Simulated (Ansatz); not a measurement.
# C₂H₃BrSi: a ladder of functionals and wavefunction methods

One table from this session's results is given with a row withheld; the runs are named, their logs left out.

The runs use Ansatz 0.2.0, Gaussian basis; functionals in def2-TZVPP, the program's frozen cores in correlated methods.

Plan: LDA (SPW92), PBE-D4, revPBE-D4, BLYP-D4, r2SCAN-D4, B97M-V, PBE0-D4, B3LYP-D4, r2SCANh-D4, r2SCAN0-D4, HSE06-D4, BHLYP-D4, CAM-B3LYP-D4, LC-ωPBE, ωB97X-V, ωB97M-V, B2PLYP, PBE-QIDH; CCSD(T)/def2-SVP; CCSD(T)/def2-TZVPP; MP2/def2-QZVPP; extrapolation to the limit; RPA on PBE.

**Structure used throughout**

The geometry comes from an earlier relaxation with PBE0-D4 in a triple-zeta def2 set; it is a stationary point, not always the lowest conformer.

SMILES `BrC1=C[SiH2]1`, 7 atoms, charge 0, spin multiplicity 1.

Atoms are counted from 1 here; the program's logs count them from 0.

Bond lengths: Br1–C2 1.863 Å, C2–C3 1.325 Å, C2–Si4 1.804 Å, C3–Si4 1.821 Å, C3–H5 1.082 Å, Si4–H6 1.482 Å, Si4–H7 1.482 Å. Angles: Br1–C2–C3 135.4°, Br1–C2–Si4 155.3°, C3–C2–Si4 69.3°, C2–C3–Si4 67.9°, C2–C3–H5 137.4°, Si4–C3–H5 154.8°, C2–Si4–C3 42.9°, C2–Si4–H6 121.5°, C2–Si4–H7 121.5°, C3–Si4–H6 121.5°, C3–Si4–H7 121.5°, H6–Si4–H7 111.7°.

The first run:

Input file in.yaml:

```yaml
crystal:
  periodic: [false, false, false]
  atoms:
    - {symbol: Br, position_ang: [-1.413758, -2.317015, 0.409560]}
    - {symbol: C, position_ang: [-0.407043, -0.770946, 0.148828]}
    - {symbol: C, position_ang: [0.833746, -0.395184, 0.421907]}
    - {symbol: Si, position_ang: [-0.114072, 0.919235, -0.408971]}
    - {symbol: H, position_ang: [1.711691, -0.824996, 0.885447]}
    - {symbol: H, position_ang: [-0.642801, 2.083960, 0.338669]}
    - {symbol: H, position_ang: [0.093438, 1.236945, -1.841139]}
basis:
  gaussian: {orbitals: def2-TZVPP}
hamiltonian: {xc: lda}
output: {orbitals: {seedname: orbitals}}
```

Launch:

```bash
$ ansatz run in.yaml --threads 2 --pin off --events-out ev --progress --plain --max-ram 4352MiB
```

Among the steps run: LDA; PBE-D4 (GGA); revPBE-D4 (GGA); BLYP-D4 (GGA); r2SCAN-D4 (meta-GGA); B97M-V (meta-GGA); B3LYP-D4 (hybrid); r2SCANh-D4 (hybrid); r2SCAN0-D4 (hybrid); HSE06-D4 (hybrid); BHLYP-D4 (hybrid); CAM-B3LYP-D4 (range-separated); LC-ωPBE (range-separated); ωB97X-V (range-separated); ωB97M-V (range-separated); B2PLYP (double hybrid); PBE-QIDH (double hybrid).

One table of the session follows, with a row left open; its other results are not shown here.

It belongs to the step «Frontier levels by functional». 

```
  functional  HOMO (eV)  gap (eV)
 LDA (SPW92)      -6.61      4.80
      PBE-D4          ?         ?
   revPBE-D4      -6.42      4.86
     BLYP-D4      -6.30      4.81
   r2SCAN-D4      -6.72      5.32
      B97M-V      -6.80      5.37
     PBE0-D4      -7.64      6.88
    B3LYP-D4      -7.41      6.44
  r2SCANh-D4      -7.15      6.07
  r2SCAN0-D4      -7.80      7.18
    HSE06-D4      -7.25      6.11
    BHLYP-D4      -8.65      8.81
CAM-B3LYP-D4      -8.91      9.20
     LC-ωPBE     -10.23     11.67
     ωB97X-V      -9.90     11.20
     ωB97M-V      -9.75     10.82
```

Q: Estimate the row for PBE-D4 from the others.

As computed: HOMO (eV): -6.47; gap (eV): 4.84. In the column «HOMO (eV)» it lies between LDA (SPW92) (-6.61) and revPBE-D4 (-6.42).
